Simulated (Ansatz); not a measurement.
# PIr (rocksalt type): how the settings move a single-point run

How sensitive is a single-point run of PIr (rocksalt type) to its settings? A reference run comes first, then one run with altered input.

Computed with Ansatz 0.2.0 (reference: DFT, LDA, all-electron LAPW, scalar-relativistic, unless a step's input says otherwise).

1 further run of the same task is left out (it didn't finish). Runs told in other sessions of the task aren't counted.

### Step 1. Starting point

It takes space group Fm-3m (No. 225, cubic). The conventional cell has a = 4.685 Å, b = 4.685 Å, c = 4.685 Å, α = 90.00°, β = 90.00°, γ = 90.00°. Ir (site symmetry m-3m) is surrounded by 6 P at 2.34 Å. Around P (site symmetry m-3m) lie 6 Ir at 2.34 Å.

Coordinates:

```xyz
2
Lattice="0.0000 2.3426 2.3426 2.3426 0.0000 2.3426 2.3426 2.3426 0.0000" Properties=species:S:1:pos:R:3 pbc="T T T"
Ir    0.0000    0.0000    0.0000
P     2.3426    2.3426    2.3426
```

### Step 2. The reference run

Contents of input.yaml:

```yaml
crystal:
  lattice:
    - [0.0, 2.3426303038, 2.3426303038]
    - [2.3426303038, 0.0, 2.3426303038]
    - [2.3426303038, 2.3426303038, 0.0]
  atoms:
    - { symbol: Ir, position: [0.0, 0.0, 0.0] }
    - { symbol: P, position: [0.5, 0.5, 0.5] }
kpoints:
  mp_grid: { grid: [14, 14, 14] }
  band_path:
    path:
      - [0.0, 0.0, 0.0]
      - [0.5, 0.0, 0.5]
      - [0.625, 0.25, 0.625]
      - [0.375, 0.375, 0.75]
      - [0.0, 0.0, 0.0]
      - [0.5, 0.5, 0.5]
      - [0.5, 0.25, 0.75]
      - [0.5, 0.0, 0.5]
    npoints: 8
scf:
  occupations: { method: fermi_dirac, width: 0.08 }
hamiltonian:
  xc: lda
  pseudopotentials: { kind: all_electron, lapw: { basis_error: 0.001 } }
output:
  forces: true
  stress: true
  eigenvalues: true
  populations: true
  dos: { projected: true, de: 0.2, e_range: [-14, 8] }
```

Run with:

```
$ ansatz run input.yaml --threads 1 --pin off --max-ram 2048MiB --backend cpu --events-out ev --progress --plain --runs-dir out
```

### Step 3. Variant: scf.algorithm density_mixing, hubbard.sites [{species: Ir, l: d, u_eff: 1.0}], hubbard.double_counting fll

input.yaml: that of step 2 with these lines changed.

```diff
@@ -23,2 +23,3 @@
   occupations: { method: fermi_dirac, width: 0.08 }
+  algorithm: density_mixing
 hamiltonian:
@@ -26,2 +27,3 @@
   pseudopotentials: { kind: all_electron, lapw: { basis_error: 0.001 } }
+  hubbard: { sites: [{ species: Ir, l: d, u_eff: 1.0 }], double_counting: fll }
 output:
@@ -31,2 +33 @@
   populations: true
-  dos: { projected: true, de: 0.2, e_range: [-14, 8] }
```

Before running it: what results should come out? Wanted: for each run, ending; energy change; pressure; gap; force.

The runs gave:

```csv
run,ending,energy change,pressure (GPa),gap (eV),force (eV/Å),cycles,time
reference,converged,0,32.4,0.00,0.00,9,40 s
"1: scf.algorithm density_mixing, hubbard.sites [{species: Ir, l: d, u_eff: 1.0}], hubbard.double_counting fll",converged,+353.2 meV/atom (Hubbard term changed: no physical gain or loss),31.9,0.00,0.00,9,48 s
```

Times don't compare one to one where runs were asked for different outputs or read a saved state (see the inputs); cycles may leave out searches for a lower state.

Residual by cycle in the longest SCF loop of each run; runs are numbered as in the table. The quantity is the density residual dr2, in eV.

```csv
cycle,reference,run 1
1,0.171,0.222
2,0.0375,0.0415
3,0.026,0.0325
4,0.00374,0.00438
5,8.2e-4,0.00136
6,1.1e-4,1.7e-4
7,1.3e-5,1.3e-5
8,4.7e-7,6.4e-7
9,8.1e-8,4.9e-8
```

**Reading.** Changing the solver, Hubbard U and double counting of the Hubbard term moves the energy by +353.2 meV/atom, and the pressure goes from 32.4 to 31.9 GPa. The U term adds an energy of its own, so the shift says nothing about which run is better. A changed U is a change of model: its shifts are not errors of convergence. The structure is not at rest: the sound run finds 32 GPa, so these are no properties of the relaxed crystal. The reference leaves spin out although Ir can carry a moment, so its state need not be the lowest.
